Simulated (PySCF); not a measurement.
# InPd (Pm-3m) in PySCF: density of states with PBEsol

Aim: the density of states of InPd with PBEsol.

Program: PySCF 2.14.0. These are calculated values, not measurements. Logs are shortened: lines on timing, memory, paths and dates and some standing lists are left out, and cuts for length are marked.

## Step 1: The crystal as given

Symmetry: Pm-3m, No. 221, cubic system. Conventional cell: a = 3.272 Å, b = 3.272 Å, c = 3.272 Å, α = 90.00°, β = 90.00°, γ = 90.00°. Around In (site symmetry m-3m) lie 8 Pd at 2.83 Å. Around Pd (site symmetry m-3m) lie 8 In at 2.83 Å.

The cell comes from a database or a generator and needn't be the stable form of this composition.

## Step 2: Density of states, PBEsol

Contents of run.py:

```python
import json
import numpy as np
from pyscf.pbc import gto, scf, dft, df

cell = gto.Cell()
cell.a = '''
  3.2718847800    0.0000000000    0.0000000000
  0.0000000000    3.2718847800    0.0000000000
  0.0000000000    0.0000000000    3.2718847800'''
cell.atom = '''
In   0.0000000000    0.0000000000    0.0000000000
Pd   1.6359423900    1.6359423900    1.6359423900'''
cell.unit = 'A'
cell.basis = {'In': 'DZVP-MOLOPT-SR-GTH-q13', 'Pd': 'DZVP-MOLOPT-SR-GTH-q18'}
cell.pseudo = {'In': 'GTH-PBE-q13', 'Pd': 'GTH-PBE-q18'}
cell.ke_cutoff = 102  # hartree
cell.exp_to_discard = 0.02
cell.precision = 1e-08
cell.space_group_symmetry = True
cell.symmorphic = False
cell.max_memory = 5880  # MB
cell.verbose = 4
cell.build()

res = {}
kpts = cell.make_kpts([8, 8, 8], space_group_symmetry=True, time_reversal_symmetry=True)
cell.space_group_symmetry = False  # the mesh holds the operations; no search on the supercells of the integral code
mf = dft.KRKS(cell, kpts, xc='pbesol')
mf = mf.multigrid_numint()
mf = mf.smearing(sigma=0.00183747, method='fermi')  # hartree
mf.conv_tol = 1e-07
mf.max_cycle = 60

mf.kernel()
res.update(converged=bool(mf.converged), e_tot=mf.e_tot, nelec=cell.nelectron, nao=cell.nao, mesh=list(map(int, cell.mesh)), a=cell.lattice_vectors().tolist(), coords=cell.atom_coords().tolist(),
           mo_energy=[np.real(x).tolist() for x in mf.mo_energy], mo_occ=[np.real(x).tolist() for x in mf.mo_occ])
res.update(e_free=mf.e_free, e_zero=mf.e_zero)
res.update(kpts=kpts.kpts_scaled_ibz.tolist(), weights=kpts.weights_ibz.tolist())
res['parts'] = {k: float(np.real(v)) for k, v in mf.scf_summary.items() if np.isscalar(v)}
json.dump(res, open('results.json', 'w'))
if not mf.converged:
    raise SystemExit('SCF not converged')

print('levels (eV)')
for i, kp in enumerate(res['kpts'][:40]):
    print('k %7.4f %7.4f %7.4f  ' % tuple(kp), ' '.join('%.3f' % (x * 27.211386) for x in res['mo_energy'][i][:21]))

mf = mf.to_khf()  # unfold to the whole mesh
kpts = mf.kpts
# Mulliken populations
dm, s = np.asarray(mf.make_rdm1()), np.asarray(mf.get_ovlp())
sites = cell.aoslice_by_atom()[:, 2:]
tot = np.einsum('kij,kji->i', dm, s).real / len(kpts)
res['mulliken'] = [cell.atom_charge(i) - tot[a0:a1].sum() for i, (a0, a1) in enumerate(sites)]
print('Mulliken charges', np.round(res['mulliken'], 5))

# density of states, Gaussians of 0.15 eV
e = np.asarray(mf.mo_energy).real.reshape(1, -1) * 27.211386
ef = mf.get_fermi()
ef = np.max(ef) * 27.211386
x = np.arange(-15, 10.01, 0.1) + round(ef, 1)
dos = np.exp(-((x[:, None, None] - e) / 0.15) ** 2 / 2).sum(-1).T / (0.15 * np.sqrt(2 * np.pi) * len(kpts)) * 2
res.update(dos_e=x.tolist(), dos=dos.tolist())
for a, b in zip(x[::5], dos.T[::5]):
    print('%8.2f' % a, ' '.join('%9.4f' % y for y in b))

# density on a uniform mesh
grids = dft.gen_grid.UniformGrids(cell)
grids.mesh = [19, 19, 19]
grids.build()
ni = dft.numint.KNumInt()
rho = [ni.get_rho(cell, x, grids, kpts) for x in [dm]]
np.save('rho.npy', np.reshape(rho, (-1, *grids.mesh)))
res['done'] = True
json.dump(res, open('results.json', 'w'))
```

Potentials or basis: DZVP-MOLOPT-SR/GTH-PBE (potentials made for PBE).

On the command line:

```bash
$ OMP_NUM_THREADS=4 python -u run.py > log
```

Standard output:

```text
pyscf/pbc/gto/cell.py:1403: UserWarning: Electron number 31 and spin 0 are not consistent in cell

  warnings.warn('Electron number %d and spin %d are not consistent '
Discarded 0 diffused primitive functions, 0 contracted functions

PySCF version 2.14.0

[INPUT] verbose = 4
[INPUT] num. atoms = 2
[INPUT] num. electrons = 31
[INPUT] charge = 0
[INPUT] spin (= nelec alpha-beta = 2S) = 0
[INPUT] symmetry False subgroup None
[INPUT] Mole.unit = A
[INPUT] Symbol           X                Y                Z      unit          X                Y                Z       unit  Magmom
[INPUT]  1 In     0.000000000000   0.000000000000   0.000000000000 AA    0.000000000000   0.000000000000   0.000000000000 Bohr   0.0
[INPUT]  2 Pd     1.635942390000   1.635942390000   1.635942390000 AA    3.091483072666   3.091483072666   3.091483072666 Bohr   0.0

nuclear repulsion = -143.466230418893
number of shells = 8
number of NR pGTOs = 192
number of NR cGTOs = 50
basis = {'In': 'DZVP-MOLOPT-SR-GTH-q13', 'Pd': 'DZVP-MOLOPT-SR-GTH-q18'}
ecp = {}
lattice vectors  a1 [6.182966145, 0.000000000, 0.000000000]
                 a2 [0.000000000, 6.182966145, 0.000000000]
                 a3 [0.000000000, 0.000000000, 6.182966145]
dimension = 3
low_dim_ft_type = None
Cell volume = 236.369
exp_to_discard = 0.02
rcut = 33.531417647125146 (nimgs = [6 6 6])
precision = 1e-08
pseudo = {'In': 'GTH-PBE-q13', 'Pd': 'GTH-PBE-q18'}
ke_cutoff = 102
    = [31 31 31] mesh (29791 PWs)
[Cell] Point group symbol:  m-3m
time reversal: False
k-points in IBZ                         weights
  0:  0.000000,  0.000000,  0.000000    1/512
  1:  0.500000,  0.000000,  0.000000    3/512
  2:  0.500000,  0.500000,  0.000000    3/512
  3:  0.500000,  0.500000,  0.500000    1/512
  4:  0.625000,  0.000000,  0.000000    6/512
  5:  0.625000,  0.500000,  0.000000    12/512
[... 27 lines left out ...]
 33:  0.875000,  0.875000,  0.750000    24/512
 34:  0.875000,  0.875000,  0.875000    8/512

******** <class 'pyscf.pbc.scf.smearing.SmearingKsymAdaptedKRKS'> ********
method = SmearingKsymAdaptedKRKS
initial guess = minao
damping factor = 0
level_shift factor = 0
DIIS = <class 'pyscf.scf.diis.CDIIS'>
diis_start_cycle = 1
diis_space = 8
diis_damp = 0
SCF conv_tol = 1e-07
SCF conv_tol_grad = None
SCF max_cycles = 60
direct_scf = True
direct_scf_tol = 1e-13

******** PBC SCF flags ********
N kpts (BZ) = 512
N kpts (IBZ) = 35
Exchange divergence treatment (exxdiv) = ewald
    madelung (= occupied orbital energy shift) = 0.057361172065094945
    Total energy shift due to Ewald probe charge = -1/2 * Nelec*madelung = -0.889098167009
DF object = <pyscf.pbc.df.fft.FFTDF object>
XC functionals = pbesol
small_rho_cutoff = 0
Uniform grid, mesh = [31 31 31]
Set gradient conv threshold to 0.000316228
nelec by numeric integration = 30.999999999999535
init E= -183.588769206999
    sigma = 0.00183747  Optimized mu = 0.700907306304  entropy = 0.316546838665
nelec by numeric integration = 30.999999997314404
    Total E(T) = -182.86730352658  Free energy = -182.8678851719  E0 = -182.86759434924
cycle= 1 E= -182.86730352658  delta_E= 0.721  |g|= 6.57  |ddm|= 24.9
    sigma = 0.00183747  Optimized mu = 0.56800027268  entropy = 0.0193773477526
nelec by numeric integration = 31.000000004441237
    Total E(T) = -181.854276014855  Free energy = -181.85431162015  E0 = -181.854293817503
cycle= 2 E= -181.854276014855  delta_E= 1.01  |g|= 12.5  |ddm|=   42
    sigma = 0.00183747  Optimized mu = 0.612230130691  entropy = 0.183963146644
nelec by numeric integration = 31.000000002163933
    Total E(T) = -183.372515687557  Free energy = -183.37285371432  E0 = -183.372684700939
cycle= 3 E= -183.372515687557  delta_E= -1.52  |g|= 0.55  |ddm|= 29.8
    sigma = 0.00183747  Optimized mu = 0.619949065776  entropy = 0.206681804354
nelec by numeric integration = 31.000000001985004
    Total E(T) = -183.376774675324  Free energy = -183.377154446939  E0 = -183.376964561132
cycle= 4 E= -183.376774675324  delta_E= -0.00426  |g|= 0.17  |ddm|= 6.57
    sigma = 0.00183747  Optimized mu = 0.618478674044  entropy = 0.207089079357
nelec by numeric integration = 31.00000000197285
    Total E(T) = -183.377210351382  Free energy = -183.377590871353  E0 = -183.377400611367
cycle= 5 E= -183.377210351382  delta_E= -0.000436  |g|= 0.0905  |ddm|= 1.66
    sigma = 0.00183747  Optimized mu = 0.617773810633  entropy = 0.206019027083
nelec by numeric integration = 31.00000000199091
    Total E(T) = -183.377298652779  Free energy = -183.37767720656  E0 = -183.377487929669
cycle= 6 E= -183.377298652779  delta_E= -8.83e-05  |g|= 0.0142  |ddm|= 2.31
    sigma = 0.00183747  Optimized mu = 0.617625951973  entropy = 0.205807304574
nelec by numeric integration = 31.000000001993747
    Total E(T) = -183.377301325795  Free energy = -183.377679490543  E0 = -183.377490408169
cycle= 7 E= -183.377301325795  delta_E= -2.67e-06  |g|= 0.000168  |ddm|= 0.357
    sigma = 0.00183747  Optimized mu = 0.617625516367  entropy = 0.205801554423
nelec by numeric integration = 31.000000001993804
    Total E(T) = -183.377301336657  Free energy = -183.377679490839  E0 = -183.377490413748
cycle= 8 E= -183.377301336657  delta_E= -1.09e-08  |g|= 1.63e-06  |ddm|= 0.00733
    sigma = 0.00183747  Optimized mu = 0.617625461514  entropy = 0.205801538031
nelec by numeric integration = 31.00000000199381
    Total E(T) = -183.377301336687  Free energy = -183.377679490839  E0 = -183.377490413763
Extra cycle  E= -183.377301336687  delta_E= -3e-11  |g|= 4.37e-06  |ddm|= 5.8e-05
converged SCF energy = -183.377301336687
levels (eV)
k  0.0000  0.0000  0.0000   -72.091 -33.657 -33.657 -33.657 2.033 2.033 2.448 2.448 2.448 6.740 13.092 13.092 14.643 14.643 14.643 21.156 21.156 21.156 28.052 28.052 29.542
k  0.5000  0.0000  0.0000   -72.090 -33.689 -33.655 -33.655 2.095 2.340 2.340 2.388 2.481 10.249 10.811 13.102 13.636 13.636 14.567 15.798 26.616 26.616 28.312 28.312 28.389
k  0.5000  0.5000  0.0000   -72.088 -33.686 -33.686 -33.652 2.082 2.225 2.304 2.304 2.659 10.703 13.427 14.234 14.234 14.492 14.492 15.234 18.364 19.407 26.721 30.271 30.271
k  0.5000  0.5000  0.5000   -72.087 -33.683 -33.683 -33.683 2.170 2.170 2.170 2.667 2.667 11.991 11.991 11.991 15.270 15.270 16.815 20.804 20.804 20.804 21.347 21.347 21.347
k  0.6250  0.0000  0.0000   -72.090 -33.684 -33.655 -33.655 2.086 2.336 2.356 2.356 2.476 8.927 12.164 13.100 13.757 13.757 14.578 16.063 24.921 24.921 28.072 28.310 30.343
k  0.6250  0.5000  0.0000   -72.088 -33.686 -33.681 -33.653 2.117 2.216 2.309 2.330 2.609 10.610 12.940 13.959 14.144 14.280 14.292 15.601 19.167 20.319 26.707 29.954 30.251
[... 27 lines left out ...]
k  0.8750  0.8750  0.7500   -72.090 -33.672 -33.660 -33.660 2.142 2.253 2.360 2.370 2.422 8.185 13.130 13.218 13.964 13.969 14.408 18.024 21.292 21.656 29.616 29.764 30.643
k  0.8750  0.8750  0.8750   -72.090 -33.661 -33.661 -33.661 2.124 2.124 2.410 2.410 2.423 7.475 13.180 13.180 14.140 14.378 14.378 20.366 20.490 20.490 29.915 29.915 30.051
Mulliken charges [ 0.58784 -0.58784]

WARN: Occupied band above Fermi level:
k=91, mo_e=[-2.649199 -1.237766 -1.237758 -1.236888  0.07929   0.083364  0.084734
  0.085126  0.094103  0.382605  0.470191  0.492648  0.506011  0.534952
  0.537297  0.616598  0.689076  0.802421  0.895067  1.040698  1.064937
  1.15275   1.318279  1.404554  1.43543   1.483496  1.594587  1.640681
  1.709705  1.77906   1.868356  1.923381  1.986071  2.015742  2.168718
  2.2141    2.223849  2.248434  2.396132  2.447227  2.503264  2.529634
  2.546942  2.558922  2.656444  2.710354  3.847033  4.684264  6.738611
  7.533527], mo_occ=[2.       2.       2.       2.       2.       2.       2.       2.
 2.       2.       2.       2.       2.       2.       2.       1.272615
 0.       0.       0.       0.       0.       0.       0.       0.
 0.       0.       0.       0.       0.       0.       0.       0.
 0.       0.       0.       0.       0.       0.       0.       0.
 0.       0.       0.       0.       0.       0.       0.       0.
 0.       0.      ]

WARN: Occupied band above Fermi level:
k=93, mo_e=[-2.649199 -1.237766 -1.237758 -1.236888  0.07929   0.083364  0.084734
  0.085126  0.094103  0.382605  0.470191  0.492648  0.506011  0.534952
  0.537297  0.616598  0.689076  0.802421  0.895067  1.040698  1.064937
  1.15275   1.318279  1.404554  1.43543   1.483496  1.594587  1.640681
  1.709705  1.77906   1.868356  1.923381  1.986071  2.015742  2.168718
  2.2141    2.223849  2.248434  2.396132  2.447227  2.503264  2.529634
  2.546942  2.558922  2.656444  2.710354  3.847033  4.684264  6.738611
  7.533527], mo_occ=[2.       2.       2.       2.       2.       2.       2.       2.
 2.       2.       2.       2.       2.       2.       2.       1.272615
 0.       0.       0.       0.       0.       0.       0.       0.
 0.       0.       0.       0.       0.       0.       0.       0.
 0.       0.       0.       0.       0.       0.       0.       0.
 0.       0.       0.       0.       0.       0.       0.       0.
 0.       0.      ]

WARN: Occupied band above Fermi level:
k=107, mo_e=[-2.649199 -1.237766 -1.237758 -1.236888  0.07929   0.083364  0.084734
  0.085126  0.094103  0.382605  0.470191  0.492648  0.506011  0.534952
  0.537297  0.616598  0.689076  0.802421  0.895067  1.040698  1.064937
  1.15275   1.318279  1.404554  1.43543   1.483496  1.594587  1.640681
  1.709705  1.77906   1.868356  1.923381  1.986071  2.015742  2.168718
  2.2141    2.223849  2.248434  2.396132  2.447227  2.503264  2.529634
  2.546942  2.558922  2.656444  2.710354  3.847033  4.684264  6.738611
  7.533527], mo_occ=[2.       2.       2.       2.       2.       2.       2.       2.
 2.       2.       2.       2.       2.       2.       2.       1.272615
 0.       0.       0.       0.       0.       0.       0.       0.
 0.       0.       0.       0.       0.       0.       0.       0.
 0.       0.       0.       0.       0.       0.       0.       0.
 0.       0.       0.       0.       0.       0.       0.       0.
 0.       0.      ]

WARN: Occupied band above Fermi level:
k=109, mo_e=[-2.649199 -1.237766 -1.237758 -1.236888  0.07929   0.083364  0.084734
  0.085126  0.094103  0.382605  0.470191  0.492648  0.506011  0.534952
  0.537297  0.616598  0.689076  0.802421  0.895067  1.040698  1.064937
  1.15275   1.318279  1.404554  1.43543   1.483496  1.594587  1.640681
  1.709705  1.77906   1.868356  1.923381  1.986071  2.015742  2.168718
  2.2141    2.223849  2.248434  2.396132  2.447227  2.503264  2.529634
  2.546942  2.558922  2.656444  2.710354  3.847033  4.684264  6.738611
  7.533527], mo_occ=[2.       2.       2.       2.       2.       2.       2.       2.
 2.       2.       2.       2.       2.       2.       2.       1.272615
 0.       0.       0.       0.       0.       0.       0.       0.
 0.       0.       0.       0.       0.       0.       0.       0.
 0.       0.       0.       0.       0.       0.       0.       0.
 0.       0.       0.       0.       0.       0.       0.       0.
 0.       0.      ]

WARN: Occupied band above Fermi level:
k=203, mo_e=[-2.649199 -1.237766 -1.237758 -1.236888  0.07929   0.083364  0.084734
  0.085126  0.094103  0.382605  0.470191  0.492648  0.506011  0.534952
  0.537297  0.616598  0.689076  0.802421  0.895067  1.040698  1.064937
  1.15275   1.318279  1.404554  1.43543   1.483496  1.594587  1.640681
  1.709705  1.77906   1.868356  1.923381  1.986071  2.015742  2.168718
  2.2141    2.223849  2.248434  2.396132  2.447227  2.503264  2.529634
  2.546942  2.558922  2.656444  2.710354  3.847033  4.684264  6.738611
  7.533527], mo_occ=[2.       2.       2.       2.       2.       2.       2.       2.
 2.       2.       2.       2.       2.       2.       2.       1.272615
 0.       0.       0.       0.       0.       0.       0.       0.
 0.       0.       0.       0.       0.       0.       0.       0.
 0.       0.       0.       0.       0.       0.       0.       0.
 0.       0.       0.       0.       0.       0.       0.       0.
 0.       0.      ]
[... 305 lines left out ...]
    1.80    0.4894
    2.30   20.2260
    2.80    1.2275
    3.30    0.0001
    3.80    0.0000
    4.30    0.0000
[... 43 lines left out ...]
   26.30    0.6498
   26.80    1.1127
```

Wall time 2.6 min (4 threads of Intel Xeon at 2.50GHz (Skylake/Cascade Lake), shared host); peak memory 2.1 GiB.

Results:

```
Free energy            : -4989.9609 eV
Band gap on the k mesh : none (metal or under the smearing width)
Mulliken charges       : In +0.59; Pd -0.59 e
```

States per cell in windows of 1 eV (zero at the Fermi level; states under -8 eV left out):
| from (eV) | total |
| --- | --- |
| -8.0 | 0.48 |
| -7.0 | 0.82 |
| -6.0 | 0.40 |
| -5.0 | 1.51 |
| -4.0 | 3.41 |
| -3.0 | 4.15 |
| -2.0 | 0.83 |
| -1.0 | 0.98 |
| 0.0 | 0.48 |
| 1.0 | 0.63 |
| 2.0 | 0.72 |
| 3.0 | 0.79 |
| 4.0 | 0.95 |
| 5.0 | 0.78 |
| 6.0 | 0.73 |
| 7.0 | 0.94 |

Caveat: Mulliken charges move with the basis; the basis of atomic orbitals isn't converged, which shifts pressures, moduli and gaps.
